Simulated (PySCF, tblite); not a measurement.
# C3H8AlFS: geometry, infrared bands and NMR shifts

Aim: predict the infrared bands and NMR shifts of C3H8AlFS (`FC[S@@+]1C[CH2][AlH2-]1`).

The runs use tblite 0.8.0 and PySCF 2.14.0, with density-fitted response routines of our own; the level of theory stands in each step. All values are computed, except where a source is named. Atoms are numbered from 0 throughout.

### 1 The molecule as given

14 atoms, charge 0, multiplicity 1; geometry from: force field or distance geometry start.

Bonds of the start (Å): F0–C1 1.39, C1–S2 1.76, S2–C3 1.79, C3–C4 1.55, C4–Al5 1.97, Al5–S2 2.19, C1–H6 1.11, C1–H7 1.12, C3–H8 1.13, C3–H9 1.10, C4–H10 1.12, C4–H11 1.11, Al5–H12 1.59, Al5–H13 1.60.

### 2 Optimising the geometry with GFN2-xTB

The job: settings as JSON, then the geometry in Å.

```
{"job": {"kind": "relax", "xc": "GFN2-xTB", "basis": "xTB"}, "charge": 0, "multiplicity": 1}
F      3.018800    -0.479600    -0.537100
C      2.082600     0.339200     0.085300
S      0.617100     0.420600    -0.885400
C     -0.377400    -1.057200    -0.686100
C     -1.573700    -0.609200     0.187100
Al    -1.020600     1.277900     0.293600
H      1.852400    -0.081700     1.091300
H      2.518700     1.357000     0.218400
H      0.215800    -1.854700    -0.156700
H     -0.722800    -1.435200    -1.663300
H     -2.540100    -0.730500    -0.358500
H     -1.583300    -1.103900     1.176100
H     -1.950300     2.258800    -0.546000
H     -0.537800     1.698200     1.759200
```

Started as:

```console
OMP_NUM_THREADS=1 python probes_run.py task.json out
```

One launch serves the whole session: the jobs run in the order shown.

**Question.** This job is followed by: GFN2-xTB harmonic vibrations, gas phase; GIAO PBE0/pcSseg-1 NMR shielding, non-relativistic, gas phase. Predict these results of the whole session: strongest single infrared mode (GFN2-xTB); zero-point energy (GFN2-xTB); 13C shifts against TMS (PBE0/pcSseg-1); 1H shifts against TMS (PBE0/pcSseg-1); 19F shifts against CFCl3 (PBE0/pcSseg-1); 33S shifts against CS2 (PBE0/pcSseg-1); 27Al shifts against AlH4- (PBE0/pcSseg-1).

**Answer**, as computed:

| quantity | value |
| --- | --- |
| strongest single infrared mode (GFN2-xTB) | 761 cm⁻¹, 386 km/mol |
| zero-point energy (GFN2-xTB) | 60.4 kcal/mol |
| 13C shifts against TMS (PBE0/pcSseg-1) | 90.8, 36.8, 5.4 ppm |
| 1H shifts against TMS (PBE0/pcSseg-1) | 6.42, 5.76, 4.83, 4.38, 3.88, 3.41, 1.59, 1.09 ppm |
| 19F shifts against CFCl3 (PBE0/pcSseg-1) | -226.1 ppm |
| 33S shifts against CS2 (PBE0/pcSseg-1) | 1 ppm |
| 27Al shifts against AlH4- (PBE0/pcSseg-1) | 102.4 ppm |

**Reading.** Relaxing lowered the energy by 1.109 eV in 102 steps; the close pair that moved most is S2–Al5, from 2.193 to 2.510 Å. No mode is imaginary among the 36: a minimum at this level. The strongest single mode, at 761 cm⁻¹, moves mainly H13 and H12. Unscaled tight-binding wavenumbers are off by several per cent, some by more. Its intensities can rank the bands wrongly. C1 (sp3 CH2 bonded to F and S) lies farthest downfield among carbon, at 90.8 ppm; pulled downfield by the heteroatom. At PBE0/pcSseg-1: The largest span, 244 ppm, is at S2, where the paramagnetic term is -555 ppm.
